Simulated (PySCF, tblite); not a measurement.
# C₂H₆FO₂Si₂ radical: geometry, infrared bands and EPR parameters

Aim: predict the infrared bands and EPR parameters of C₂H₆FO₂Si₂ radical (`O[SiH2]O/C([SiH2])=C/F`).

Programs: tblite 0.8.0 and PySCF 2.14.0, with density-fitted response routines of our own. Each step states its level of theory. These are calculated values for one molecule in the gas phase, unless marked as measured. Atoms count from 0, in the outputs and in this text.

## Step 1: The molecule as given

13 atoms, charge 0, multiplicity 2; geometry from: force field or distance geometry start.

Bonds of the start (Å): O0–Si1 1.65, Si1–O2 1.68, O2–C3 1.41, C3–Si4 1.86, C3–C5 1.33, C5–F6 1.35, O0–H7 0.97, Si1–H8 1.49, Si1–H9 1.47, Si4–H10 1.48, Si4–H11 1.48, C5–H12 1.07.

## Step 2: Geometry optimisation with GFN2-xTB

What the job is given:

```
{"job": {"kind": "relax", "xc": "GFN2-xTB", "basis": "xTB"}, "charge": 0, "multiplicity": 2}
O     -1.585600    -0.258100     1.740200
Si    -1.106900    -1.353900     0.597500
O      0.412000    -0.936700     0.023800
C      0.581200     0.283300    -0.659400
Si     1.395700     1.657700     0.297900
C      0.277400     0.390800    -1.954000
F      0.484200     1.527200    -2.655400
H     -0.881300     0.085100     2.318000
H     -1.013400    -2.690000     1.254100
H     -2.089400    -1.402500    -0.495900
H      0.819800     1.691200     1.662300
H      2.847100     1.383700     0.424900
H     -0.145300    -0.377300    -2.571600
```

On the command line:

```
$ OMP_NUM_THREADS=1 python probes_run.py task.json out
```

The driver reads the jobs from task.json and runs them one after another.

What it wrote:

```text
step      E/eV     max force
  0    -644.08590    1.347
  1    -644.15477    0.918
  2    -644.20979    0.622
  3    -644.22612    0.425
  4    -644.24128    0.410
  5    -644.25569    0.427
  6    -644.27463    0.431
  7    -644.29289    0.306
  8    -644.30574    0.280
  9    -644.31626    0.242
 10    -644.32381    0.253
 11    -644.32992    0.234
 12    -644.33363    0.153
 13    -644.33573    0.114
 14    -644.33809    0.164
 15    -644.34140    0.210
 16    -644.34499    0.191
 17    -644.34777    0.141
 18    -644.34960    0.103
 19    -644.35122    0.134
 20    -644.35362    0.158
 21    -644.35706    0.188
 22    -644.36082    0.173
 23    -644.36382    0.118
 24    -644.36600    0.129
 25    -644.36815    0.123
 26    -644.37088    0.152
 27    -644.37383    0.153
 28    -644.37672    0.163
 29    -644.37969    0.194
 30    -644.38308    0.168
 31    -644.38697    0.165
 32    -644.39074    0.172
 33    -644.39373    0.137
 34    -644.39606    0.135
 35    -644.39801    0.104
 36    -644.39986    0.099
 37    -644.40202    0.122
 38    -644.40483    0.144
 39    -644.40765    0.116
 40    -644.40967    0.231
 41    -644.41318    0.157
 42    -644.41645    0.131
 43    -644.41854    0.169
 44    -644.42221    0.199
 45    -644.42785    0.232
 46    -644.43589    0.233
 47    -644.44542    0.203
 48    -644.45154    0.282
 49    -644.44840    0.499
 50    -644.45933    0.153
 51    -644.46170    0.142
 52    -644.46390    0.105
 53    -644.46836    0.111
 54    -644.47000    0.112
 55    -644.47235    0.091
 56    -644.47394    0.105
 57    -644.47618    0.126
 58    -644.47910    0.120
 59    -644.48253    0.141
 60    -644.48548    0.135
 61    -644.48742    0.124
 62    -644.48914    0.105
 63    -644.49080    0.097
 64    -644.49335    0.147
 65    -644.49648    0.179
 66    -644.50048    0.206
 67    -644.50327    0.166
 68    -644.50548    0.132
 69    -644.50712    0.103
 70    -644.50866    0.091
 71    -644.51022    0.078
 72    -644.51143    0.053
 73    -644.51191    0.039
 74    -644.51211    0.033
 75    -644.51226    0.039
 76    -644.51243    0.032
 77    -644.51259    0.028
 78    -644.51273    0.027
 79    -644.51284    0.021
 80    -644.51291    0.026
 81    -644.51298    0.024
 82    -644.51305    0.021
 83    -644.51316    0.026
 84    -644.51329    0.033
 85    -644.51339    0.034
 86    -644.51345    0.029
 87    -644.51349    0.023
 88    -644.51355    0.019
 89    -644.51364    0.025
 90    -644.51375    0.027
 91    -644.51385    0.022
 92    -644.51392    0.025
 93    -644.51403    0.031
 94    -644.51425    0.037
 95    -644.51464    0.038
 96    -644.51512    0.042
 97    -644.51542    0.040
 98    -644.51557    0.037
 99    -644.51570    0.034
100    -644.51592    0.038
101    -644.51638    0.053
102    -644.51713    0.084
103    -644.51795    0.092
104    -644.51862    0.066
105    -644.51903    0.057
106    -644.51930    0.067
107    -644.51964    0.058
108    -644.52013    0.054
109    -644.52179    0.049
110    -644.52272    0.104
111    -644.52355    0.105
112    -644.52408    0.243
113    -644.52464    0.110
114    -644.52567    0.052
115    -644.52601    0.064
116    -644.52649    0.082
117    -644.52716    0.081
118    -644.52799    0.080
119    -644.52909    0.185
120    -644.52994    0.272
121    -644.53255    0.369
122    -644.53622    0.204
123    -644.53883    0.188
124    -644.54000    0.269
125    -644.54273    0.126
126    -644.54493    0.165
127    -644.54770    0.160
128    -644.55601    0.184
129    -644.56231    0.256
130    -644.56555    0.377
131    -644.57116    0.328
132    -644.55226    0.745
133    -644.53682    1.189
134    -644.57247    0.395
135    -644.58464    0.197
136    -644.58914    0.272
137    -644.59256    0.165
138    -644.59720    0.138
139    -644.59943    0.217
140    -644.60158    0.106
141    -644.60237    0.075
142    -644.60293    0.057
143    -644.60333    0.072
144    -644.60372    0.062
145    -644.60414    0.067
146    -644.60458    0.057
147    -644.60487    0.046
148    -644.60508    0.056
149    -644.60529    0.041
150    -644.60548    0.024
151    -644.60568    0.026
152    -644.60597    0.050
153    -644.60631    0.075
154    -644.60679    0.084
155    -644.60743    0.090
156    -644.60827    0.082
157    -644.60890    0.075
158    -644.60939    0.110
159    -644.60997    0.083
160    -644.61050    0.059
161    -644.61113    0.066
162    -644.61164    0.084
163    -644.61246    0.081
164    -644.61336    0.059
165    -644.61415    0.069
166    -644.61473    0.065
167    -644.61522    0.107
168    -644.61584    0.097
169    -644.61739    0.130
170    -644.61870    0.082
171    -644.61960    0.298
172    -644.62101    0.127
173    -644.62289    0.163
174    -644.62484    0.250
175    -644.62739    0.084
176    -644.62953    0.209
177    -644.63232    0.197
178    -644.63471    0.171
179    -644.63631    0.328
180    -644.63709    0.162
181    -644.63808    0.287
182    -644.63985    0.074
183    -644.64042    0.076
184    -644.64097    0.034
185    -644.64116    0.037
186    -644.64125    0.072
187    -644.64135    0.053
188    -644.64154    0.032
189    -644.64168    0.038
190    -644.64196    0.048
191    -644.64220    0.041
192    -644.64243    0.042
193    -644.64263    0.060
194    -644.64292    0.084
195    -644.64334    0.099
196    -644.64384    0.101
197    -644.64433    0.105
198    -644.64475    0.089
199    -644.64544    0.070
200    -644.64622    0.041
201    -644.64695    0.045
202    -644.64805    0.066
203    -644.64928    0.071
204    -644.65024    0.044
205    -644.65066    0.104
206    -644.65041    0.169
207    -644.65099    0.060
208    -644.65111    0.050
209    -644.65132    0.053
210    -644.65164    0.061
211    -644.65172    0.041
212    -644.65181    0.022
213    -644.65185    0.011
214    -644.65187    0.014
215    -644.65188    0.005
```

Wall time 4.9 s (1 thread of Intel Xeon at 2.50GHz, shared host).

The steps of the relaxation: (not every step is listed)

| step | energy from step 0 (eV) | largest force (eV/Å) |
| --- | --- | --- |
| 0 | 0.0000 | 1.3469 |
| 1 | -0.0689 | 0.9181 |
| 2 | -0.1239 | 0.6217 |
| 3 | -0.1402 | 0.4249 |
| 4 | -0.1554 | 0.4096 |
| 5 | -0.1698 | 0.4267 |
| 6 | -0.1887 | 0.4306 |
| 7 | -0.2070 | 0.3064 |
| 8 | -0.2198 | 0.2803 |
| 28 | -0.2908 | 0.1634 |
| 48 | -0.3656 | 0.2820 |
| 68 | -0.4196 | 0.1323 |
| 88 | -0.4276 | 0.0187 |
| 108 | -0.4342 | 0.0543 |
| 128 | -0.4701 | 0.1838 |
| 148 | -0.5192 | 0.0558 |
| 168 | -0.5299 | 0.0966 |
| 188 | -0.5556 | 0.0323 |
| 208 | -0.5652 | 0.0496 |
| 210 | -0.5657 | 0.0605 |
| 211 | -0.5658 | 0.0408 |
| 212 | -0.5659 | 0.0225 |
| 213 | -0.5659 | 0.0108 |
| 214 | -0.5660 | 0.0140 |
| 215 | -0.5660 | 0.0050 |

Distances of close pairs at the start and the end, largest changes first:

| bond | before (Å) | after (Å) | change (Å) |
| --- | --- | --- | --- |
| O2–C3 | 1.408 | 1.357 | -0.051 |
| Si1–O2 | 1.676 | 1.633 | -0.043 |
| O0–Si1 | 1.654 | 1.615 | -0.039 |
| Si1–H8 | 1.492 | 1.454 | -0.037 |
| Si4–H11 | 1.482 | 1.447 | -0.035 |
| Si4–H10 | 1.481 | 1.450 | -0.031 |
| O0–H7 | 0.973 | 0.954 | -0.020 |
| C3–Si4 | 1.862 | 1.850 | -0.013 |

The final coordinates are the input of the step that follows.

## Step 3: Vibrational analysis with GFN2-xTB

What the job is given:

```
{"job": {"kind": "ir", "xc": "GFN2-xTB", "basis": "xTB"}, "charge": 0, "multiplicity": 2}
O     -1.860090    -1.331230     2.029749
Si    -1.387944    -1.174081     0.492816
O     -0.213583    -0.040806     0.546838
C      0.598443     0.472548    -0.412150
Si     1.710421     1.801977     0.233507
C      0.522538     0.074079    -1.688137
F      1.353231     0.620027    -2.609205
H     -1.887857    -0.580011     2.616710
H     -0.875225    -2.486758     0.133613
H     -2.477381    -0.699553    -0.359095
H      1.818414     1.809046     1.679825
H      2.830499     2.209938    -0.586781
H     -0.135854    -0.674690    -2.095419
```

What it wrote:

```text
mode    cm-1     km/mol
  1      56.8      0.99
  2      74.7      1.06
  3     101.7      0.81
  4     131.2      3.48
  5     153.6     91.94
  6     173.7      3.53
  7     255.2     43.46
  8     271.0      6.97
  9     278.8      6.62
 10     300.5     35.60
 11     408.3      1.42
 12     471.3     42.76
 13     550.7     30.86
 14     571.7    133.87
 15     607.5      8.55
 16     665.0     70.53
 17     674.1     24.00
 18     714.2    124.01
 19     757.6     53.19
 20     802.5    297.82
 21     806.2    216.68
 22     849.5    348.00
 23     930.9    262.70
 24    1088.7    136.14
 25    1204.9    326.26
 26    1229.3     67.06
 27    1608.9     12.33
 28    2253.1    332.09
 29    2331.6    189.84
 30    2379.4    126.64
 31    2420.1    350.79
 32    3099.9     19.12
 33    3666.9     18.93
```

Wall time 1.4 s (1 thread of Intel Xeon at 2.50GHz, shared host).

Which atoms move in the most intense modes:

| cm⁻¹ | km/mol | atoms |
| --- | --- | --- |
| 802 | 297.8 | H7 34 %, H9 27 %, H8 17 % |
| 806 | 216.7 | H8 39 %, H9 29 %, H7 14 % |
| 850 | 348.0 | O2 29 %, Si1 21 %, C3 19 %, H7 14 % |
| 931 | 262.7 | O0 52 %, Si1 41 % |
| 1205 | 326.3 | O2 37 %, C3 32 %, H12 18 %, C5 10 % |
| 2253 | 332.1 | H9 92 % |
| 2332 | 189.8 | H8 92 % |
| 2420 | 350.8 | H11 86 % |

## Step 4: EPR parameters: B3LYP/pcH-1

Same as in step 3 but for these lines:

```diff
@@ -1,2 +1,2 @@
-{"job": {"kind": "ir", "xc": "GFN2-xTB", "basis": "xTB"}, "charge": 0, "multiplicity": 2}
+{"job": {"kind": "epr", "basis": "pcH-1"}, "charge": 0, "multiplicity": 2}
 O     -1.860090    -1.331230     2.029749
```

With the program's defaults for keys left out, this is: UKS B3LYP, pcH-1 on C F H O Si, non-relativistic, mean-field spin-orbit, GIAO.

What it wrote:

```text
UKS, coarse grid
  cycle   1  E = -908.93492779  |g| = 7.64e-01
  cycle   2  E = -908.58250896  |g| = 1.25e+00
  cycle   3  E = -909.11639637  |g| = 1.23e-01
  cycle   4  E = -909.12047628  |g| = 8.42e-02
  cycle   5  E = -909.12349407  |g| = 1.72e-02
  cycle   6  E = -909.12360944  |g| = 6.30e-03
  cycle   7  E = -909.12363478  |g| = 1.44e-03
  cycle   8  E = -909.12363772  |g| = 8.75e-04
UKS, final grid
  cycle   1  E = -909.12361078  |g| = 1.18e-03
  cycle   2  E = -909.12361031  |g| = 1.91e-03
  cycle   3  E = -909.12361163  |g| = 1.82e-04
  cycle   4  E = -909.12361172  |g| = 2.14e-04
  cycle   5  E = -909.12361178  |g| = 6.23e-05
  cycle   6  E = -909.12361178  |g| = 1.77e-05
E = -909.12361178 Eh   <S^2> = 0.7607 (exact 0.7500)
g shifts (ppm)      1          2          3
  rmc          -133       -133       -133
  gc              8         43         40
  oz_so         -34       1284       2770
  total        -159       1193       2678
hyperfine (MHz)  atom isotope    a_iso     a_fc   dipolar eigenvalues
    0   17O       0.02       0.02     -0.18      0.04      0.14
    1  29Si       0.34       0.35     -0.26      0.01      0.24
    2   17O       1.56       1.56     -2.65     -1.78      4.44
    3   13C     -17.44     -17.45    -15.67      6.70      8.97
    4  29Si    -269.81    -270.93   -173.25     86.44     86.82
    5   13C      24.33      24.33    -22.03    -20.05     42.08
    6   19F      31.33      31.33    -56.58    -39.50     96.08
    7    1H      -0.00      -0.00     -0.48     -0.47      0.96
    8    1H      -0.16      -0.16     -0.62     -0.51      1.13
    9    1H       0.79       0.79     -0.72     -0.50      1.22
   10    1H     -12.36     -12.38    -11.27      2.90      8.37
   11    1H     -12.43     -12.44    -10.50      2.48      8.03
   12    1H     -17.70     -17.71    -10.32     -0.75     11.07
```

Wall time 2.5 min (1 thread of Intel Xeon at 2.50GHz, shared host); peak memory 0.94 GiB.

Principal g values 2.00216, 2.00351, 2.00500; g(iso) = 2.00356, against 2.00232 for a free electron.

Mean a(iso) over the nuclei that a row names, and the largest dipolar term of the row (other rows stand at the frozen geometry):

| nuclei | isotope | a(iso) (MHz) | a(iso) (G, at g = 2.0023) | largest dipolar term (MHz) |
| --- | --- | --- | --- | --- |
| Si4 | 29Si | -269.8 | -96.3 | -173.3 |
| F6 | 19F | 31.3 | 11.2 | 96.1 |
| C5 | 13C | 24.3 | 8.7 | 42.1 |
| H12 | 1H | -17.7 | -6.3 | 11.1 |
| C3 | 13C | -17.4 | -6.2 | -15.7 |
| H10, H11 | 1H | -12.4 | -4.4 | -11.3 |
| O2 | 17O | 1.6 | 0.6 | 4.4 |
| Si1 | 29Si | 0.3 | 0.1 | -0.3 |
| H8, H9 | 1H | 0.3 | 0.1 | 1.2 |
| O0 | 17O | 0.0 | 0.0 | -0.2 |
| H7 | 1H | 0.0 | 0.0 | 1.0 |

Mulliken spin populations:

O0 0.00; Si1 0.00; O2 -0.01; C3 -0.13; Si4 0.96; C5 0.23; F6 0.01; H7 0.00; H8 0.00; H9 0.00; H10 -0.03; H11 -0.02; H12 -0.01

In first order the couplings over 0.8 MHz of 19F, 1H give 12 distinct lines over 26.3 G, if the averaged nuclei exchange fast.

Orbitals, density, ELF and potential are computed afterwards from the orbital file.

ELF in a plane through or near 11 of the atoms.

Values, 10 rows by 14 columns:
```
0.00 0.00 0.00 0.00 0.00 0.00 0.00 0.00 0.00 0.00 0.00 0.00 0.00 0.00
0.00 0.00 0.00 0.00 0.09 0.36 0.05 0.00 0.00 0.00 0.00 0.00 0.00 0.00
0.00 0.00 0.00 0.04 0.94 1.00 0.95 0.00 0.00 0.06 0.21 0.00 0.00 0.00
0.00 0.01 0.42 0.47 0.29 0.88 0.22 0.24 0.01 0.59 0.89 0.17 0.00 0.00
0.00 0.16 1.00 1.00 0.18 0.37 0.40 0.68 0.53 0.68 0.43 0.83 0.06 0.00
0.00 0.01 0.72 0.42 0.07 0.53 0.56 0.69 0.21 0.73 0.28 0.16 0.00 0.00
0.00 0.00 0.00 0.40 0.86 0.49 0.18 0.13 0.14 0.42 0.18 0.01 0.00 0.00
0.00 0.00 0.00 0.26 0.86 0.33 0.97 0.98 0.01 0.03 0.01 0.00 0.00 0.00
0.00 0.00 0.00 0.00 0.06 0.00 0.11 0.12 0.00 0.00 0.00 0.00 0.00 0.00
0.00 0.00 0.00 0.00 0.00 0.00 0.00 0.00 0.00 0.00 0.00 0.00 0.00 0.00
```
The map spans 12.3 Å across and 10.3 Å up, centred on the molecule. Atoms in the plane (x, y in Å): O0 (2.9, 1.0), Si1 (1.9, -0.3), O2 (0.4, 0.4), C3 (-0.9, -0.1), Si4 (-2.2, 1.2), C5 (-1.1, -1.4), F6 (-2.3, -1.9), H7 (2.7, 1.8), H10 (-1.7, 2.5), H11 (-3.5, 0.8), H12 (-0.3, -2.2).

On the surface of density 0.002 e/bohr³ the electrostatic potential runs, from the 1st to the 99th percentile, from -1.19 V near O0 to 2.42 V near H7.

The spin density lies nearest to Si4 52 %; C5 14 %; H10, H11 about 10 % each; C3 8 % (beta excess).

## Step 5: What came out

```
                                 quantity                    value
strongest single infrared mode (GFN2-xTB)    2420 cm⁻¹, 351 km/mol
             zero-point energy (GFN2-xTB)            45.6 kcal/mol
                           g(iso) (B3LYP)                  2.00356
                                     ⟨S²⟩       0.761 (exact 0.75)
       largest a(iso) (averaged by class)  29Si on Si4, -269.8 MHz
    surface potential, 1st and 99th percentile       -1.19 V and 2.42 V
```

What this shows: Relaxing lowered the energy by 0.566 eV in 215 steps; the close pair that moved most is O2–C3, from 1.408 to 1.357 Å. No mode is imaginary among the 33: a minimum at this level. The strongest single mode, at 2420 cm⁻¹, moves mainly H11. GFN2-xTB is a fitted tight-binding method: band positions and strengths are rough. Its intensities can rank the bands wrongly. Si4 carries the largest spin population, 0.96 e. The isotropic g lies 1.2 ppt above the free-electron value.
